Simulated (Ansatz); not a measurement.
# Two structures of Pd: comparison of enthalpies under pressure, by script

An exercise on one series of results from a longer session: the logs are not shown, and one member is left open.

Computed with Ansatz 0.2.0 through its Python package. Level of theory: DFT PBEsol, plane waves, PAW.

### The structure

Pd Pm-3m: Symmetry: Pm-3m, No. 221, cubic system. The conventional cell has a = 2.530 Å, b = 2.530 Å, c = 2.530 Å, α = 90.00°, β = 90.00°, γ = 90.00°. Pd (site symmetry m-3m) has 6 Pd at 2.53 Å as nearest neighbours.

Pd Fm-3m: Symmetry: Fm-3m, No. 225, cubic system. The conventional cell has a = 3.890 Å, b = 3.890 Å, c = 3.890 Å, α = 90.00°, β = 90.00°, γ = 90.00°. Pd (site symmetry m-3m) is surrounded by 12 Pd at 2.75 Å.

No structure file is read: the coordinates are typed or built in the script.

Set-up of the first run:

pd_transition.py reads:

```python
"""Pressure at which two phases of Pd cross."""

from dataclasses import dataclass
import warnings

import ansatz as az
import numpy as np
import pandas as pd


@dataclass(frozen=True)
class Settings:
    xc: str = "pbesol"
    cutoff_ev: int = 520
    kspacing: float = 0.3
    filling: str = "gaussian"
    width_ev: float = 0.1


cfg = Settings()


def sc(a_site, a):
    return (
        az.Lattice.cubic(a)
        .space_group(221)
        .atom(a_site, (0, 0, 0))
    )


def fcc(A, a):
    return (
        az.Lattice.fcc(a)
        .space_group(225)
        .atom(A, (0, 0, 0))
        .primitive()
    )


def solve(name, crystal, pressure=0.0):
    calc = (
        crystal.calculation()
        .functional(cfg.xc)
        .basis(cfg.cutoff_ev)
        .kpoints(spacing=cfg.kspacing)
        .occupations(cfg.filling, width=cfg.width_ev)
    )
    calc = calc.relax(force_tolerance=0.01, cell=True, pressure=pressure)
    return calc.run()


def volume_per_atom(outcome):
    return abs(np.linalg.det(outcome.lattice.cell_ang)) / len(outcome.lattice.sites)

warnings.simplefilter("ignore", az.DeckWarning)

phases = {}
phases["sc"] = sc("Pd", 2.53)
phases["fcc"] = fcc("Pd", 3.89)

# enthalpy per atom at each pressure
pressures = [0, 5, 10, 20]
enthalpy, volume = {name: [] for name in phases}, {name: [] for name in phases}
for p in pressures:
    for name, crystal in phases.items():
        o = solve(name, crystal, pressure=p)
        volume[name].append(volume_per_atom(o))
        enthalpy[name].append(o.report["energy_sigma0_ev"] / len(o.lattice.sites) + p * volume[name][-1] / 160.21766)
gap = np.array(enthalpy["fcc"]) - np.array(enthalpy["sc"])
rows = [(p, va, vb, 1000 * d) for p, va, vb, d in zip(pressures, volume["sc"], volume["fcc"], gap)]
print(pd.DataFrame(rows, columns=["P (GPa)", "V sc (A^3/atom)", "V fcc (A^3/atom)", "H(fcc) - H(sc) (meV/atom)"]).round(4).to_string(index=False))
crossings = [p0 - g0 * (p1 - p0) / (g1 - g0) for p0, p1, g0, g1 in zip(pressures, pressures[1:], gap, gap[1:]) if g0 * g1 < 0]
print("crossing near", [round(float(p), 1) for p in crossings], "GPa") if crossings else print("no crossing in this range")
```

On the command line:

```sh
> python pd_transition.py
```

Among the steps run: Launch.

One table of the session follows, with a row left open; its other results are not shown here.

Enthalpy H = E + pV of the second structure less the first:

```
pressure (GPa)  ΔH (meV/atom)
             0         -618.6
             5         -687.9
            10              ?
            20         -870.5
```

**Question.** Estimate the row for pressure (GPa) = 10.

Worked estimate for «ΔH (meV/atom)». A straight line through the neighbours (5, -687.9) and (20, -870.5) gives -687.9 + (-870.5 + 687.9) × (10 − 5) / (20 − 5) = -748.8; a parabola fitted to 3 rows on both sides gives -753.0.

**Answer.** ΔH (meV/atom): -752.3. In «ΔH (meV/atom)» the line misses by +3.5 and the parabola by -0.7.

Limits of these values: That is the cell relaxed with PBEsol, without thermal expansion or zero-point motion. What to keep in mind:
- The run is spin-unpolarised.
- At a fixed pressure a relaxation lowers the enthalpy F + PV, while F alone can rise.
- Only these two structures are compared, at zero temperature and with their symmetry kept; either may be hypothetical, and another phase may be lower than both.
